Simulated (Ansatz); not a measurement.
# CuO: the cost of one run

Method: DFT PBEsol+U (U_eff = 3 eV on Cu d), plane waves, PAW, in Ansatz 0.2.0.

## Step 1: Starting point

Symmetry: P-6m2, No. 187, hexagonal system. The conventional cell has a = 2.836 Å, b = 2.836 Å, c = 2.768 Å, α = 90.00°, β = 90.00°, γ = 120.00°. Cu (site symmetry -6m2) is surrounded by 6 O at 2.14 Å. Around O (site symmetry -6m2) lie 6 Cu at 2.14 Å.

As a file:

```
Cu O
1.0
     2.83633    0.00000    0.00000
    -1.41816    2.45633    0.00000
     0.00000    0.00000    2.76811
Cu O
1 1
Direct
  0.00000 0.00000 0.00000
  0.66667 0.33333 0.50000
```

An earlier series on this cell reached its lowest free state from «ferromagnetic start, free, natural orbitals of the symmetric run filled by rank», perhaps among other starts.

## Step 2: Site moments held (series factor 0.6; the input gives the size)

Contents of input.yaml:

```yaml
crystal:
  lattice:
    - [2.83632511, 0.0, 0.0]
    - [-1.41816255, 2.4563296, 0.0]
    - [0.0, 0.0, 2.76811278]
  atoms:
    - { symbol: Cu, position: [0.0, 0.0, 0.0], spin: 0.29 }
    - { symbol: O, position: [0.6666666667, 0.3333333333, 0.5] }
basis:
  ecutwfc: 420
  ecutrho_ratio: 4
kpoints:
  mp_grid: { grid: [8, 8, 7] }
hamiltonian:
  xc: pbesol
  hubbard: { sites: [{ site: 0, l: d, u_eff: 3.0 }] }
scf:
  occupations: { method: gaussian, width: 0.05 }
  lower_state_search: "off"
  max_iter: 150
output:
  forces: true
  stress: true
  eigenvalues: true
  populations: true
  hubbard: { sites: [{ site: 0, l: d }] }
magnetization:
  spin_polarized: true
  spin_locking: { lock_spins: true }
```

The lock stays on to the end, so the result is a constrained state.

Launch:

```
ansatz run input.yaml --threads 2 --pin off --max-ram 3072MiB --backend cpu --events-out ev --progress --plain --runs-dir out
```

What time and memory should one allow on 2 threads of Arm Neoverse N1, shared host?

About 7.3 s, with a peak of 0.3 GiB.
